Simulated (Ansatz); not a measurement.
# LaHfO: the cost of one run

Computed with Ansatz 0.2.0 (DFT PBE, scalar-relativistic, plane waves, PAW, unless a step's input says otherwise).

1 further run of the same task is left out (it didn't finish).

## 1. The starting structure

The structure is tetragonal, space group P4/nmm (No. 129). Conventional cell: a = 3.842 Å, b = 3.842 Å, c = 6.546 Å, α = 90.00°, β = 90.00°, γ = 90.00°. La (site symmetry 4mm) is surrounded by 4 O at 2.22 Å. Hf (site symmetry 4mm) has 5 La at 2.99 to 3.02 Å and 4 O at 3.10 Å and 4 Hf at 3.20 Å as nearest neighbours. O (site symmetry -4m2) has 4 La at 2.22 Å and 4 Hf at 3.10 Å as nearest neighbours.

As a file:

```cif
data_structure
_symmetry_space_group_name_H-M 'P4/nmm:1'
_symmetry_Int_Tables_number 129
_cell_length_a 3.8420
_cell_length_b 3.8420
_cell_length_c 6.5462
_cell_angle_alpha 90.000
_cell_angle_beta 90.000
_cell_angle_gamma 90.000
_cell_volume 96.63
loop_
_atom_site_label
_atom_site_type_symbol
_atom_site_symmetry_multiplicity
_atom_site_Wyckoff_symbol
_atom_site_fract_x
_atom_site_fract_y
_atom_site_fract_z
_atom_site_occupancy
La1 La 2 c 0.00000 0.50000 0.82878 1
Hf1 Hf 2 c 0.50000 0.00000 0.62873 1
O1 O 2 a 0.00000 0.00000 0.00000 1
```

A structure generator made this guess: species swapped into a database cell of GdClO (P4/nmm, No. 129), with La on the Gd sites and Hf on the Cl sites. Its size is a rough estimate.

## 2. Probe: one point on a coarse mesh

File input.yaml:

```yaml
crystal:
  lattice:
    - [3.84200398, 0.0, 0.0]
    - [0.0, 3.84200398, 0.0]
    - [0.0, 0.0, 6.54619973]
  atoms:
    - { symbol: La, position: [0.0, 0.5, 0.82878041] }
    - { symbol: La, position: [0.5, 0.0, 0.17121959] }
    - { symbol: Hf, position: [0.5, 0.0, 0.62873018] }
    - { symbol: Hf, position: [0.0, 0.5, 0.37126982] }
    - { symbol: O, position: [0.0, 0.0, 0.0] }
    - { symbol: O, position: [0.5, 0.5, 0.0] }
basis:
  ecutwfc: 420
kpoints:
  mp_grid: { grid: [4, 4, 4] }
hamiltonian:
  xc: pbe
scf:
  occupations: { method: gaussian, width: 0.1 }
  lower_state_search: "off"
output:
  forces: true
  stress: true
  eigenvalues: true
```

Run with:

```bash
$ ansatz run input.yaml --threads 1 --pin off --max-ram 2560MiB --backend cpu --events-out ev --progress --plain --runs-dir out
```

What time and memory should one allow on 1 thread of Arm Neoverse V2, shared host?

About 8.4 s, with a peak of 0.41 GiB.
